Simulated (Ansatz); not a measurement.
**C2H4ClSi radical: small, medium and large basis sets**

The task here is to estimate one member of a computed series from the others.

Method: one geometry, several basis sets; program: Ansatz 0.2.0, Gaussian basis.

Plan: PBE0-D4/def2-SVP; ωB97M-V/def2-SVP; PBE0-D4/def2-QZVPP; ωB97M-V/def2-QZVPP; the functionals' def2-TZVPP values are taken from earlier runs.

## Structure used throughout

All runs share one geometry, relaxed beforehand with PBE0-D4 in a triple-zeta def2 set.

SMILES `C=C[SiH]Cl`, 8 atoms, charge 0, spin multiplicity 2.

Atoms are counted from 1 here; the program's logs count them from 0.

Bond lengths: C1–C2 1.335 Å, C1–H5 1.087 Å, C1–H6 1.086 Å, C2–Si3 1.841 Å, C2–H7 1.088 Å, Si3–Cl4 2.059 Å, Si3–H8 1.489 Å. Angles: C2–C1–H5 121.9°, C2–C1–H6 122.0°, H5–C1–H6 116.1°, C1–C2–Si3 122.0°, C1–C2–H7 119.1°, Si3–C2–H7 118.7°, C2–Si3–Cl4 111.3°, C2–Si3–H8 111.0°, Cl4–Si3–H8 109.0°.

Set-up of the first run:

File in.yaml:

```yaml
crystal:
  periodic: [false, false, false]
  atoms:
    - {symbol: C, position_ang: [0.647011, 1.027041, -0.659687]}
    - {symbol: C, position_ang: [0.628526, -0.066651, 0.105419]}
    - {symbol: Si, position_ang: [-0.903645, -0.642571, 0.947130]}
    - {symbol: Cl, position_ang: [-1.031598, -2.697935, 0.941341]}
    - {symbol: H, position_ang: [-0.256920, 1.588171, -0.880595]}
    - {symbol: H, position_ang: [1.563892, 1.404865, -1.102498]}
    - {symbol: H, position_ang: [1.561275, -0.591005, 0.301565]}
    - {symbol: H, position_ang: [-2.116341, -0.079115, 0.291527]}
basis:
  gaussian: {orbitals: def2-SVP}
magnetization: {spin_polarized: true, initial_magnetization: 1}
hamiltonian: {xc: pbe0, dispersion: d4}
output: {orbitals: {seedname: orbitals}}
```

Run with:

```console
> ansatz run in.yaml --threads 4 --pin off --events-out ev --progress --plain --max-ram 10444MiB
```

Steps of the session up to this table: PBE0-D4 in def2-SVP; ωB97M-V in def2-SVP; PBE0-D4 in def2-QZVPP; ωB97M-V in def2-QZVPP.

One of the session's tables, all rows but one given; the rest of the session is left out.

It belongs to the step «Density functionals: the series». 

| functional | basis | HOMO (eV) | LUMO (eV) |
| --- | --- | --- | --- |
| PBE0-D4 | def2-SVP | -5.93 | -2.50 |
| PBE0-D4 | def2-TZVPP | -6.00 | -2.54 |
| PBE0-D4 | def2-QZVPP | -6.03 | -2.57 |
| ωB97M-V | def2-SVP | ? | ? |
| ωB97M-V | def2-TZVPP | -7.72 | -0.89 |
| ωB97M-V | def2-QZVPP | -7.75 | -0.95 |

**Question.** Estimate the row for ωB97M-V, def2-SVP.

**Answer.** HOMO (eV): -7.63; LUMO (eV): -0.80. In the column «HOMO (eV)» it lies between ωB97M-V, def2-TZVPP (-7.72) and PBE0-D4, def2-QZVPP (-6.03).
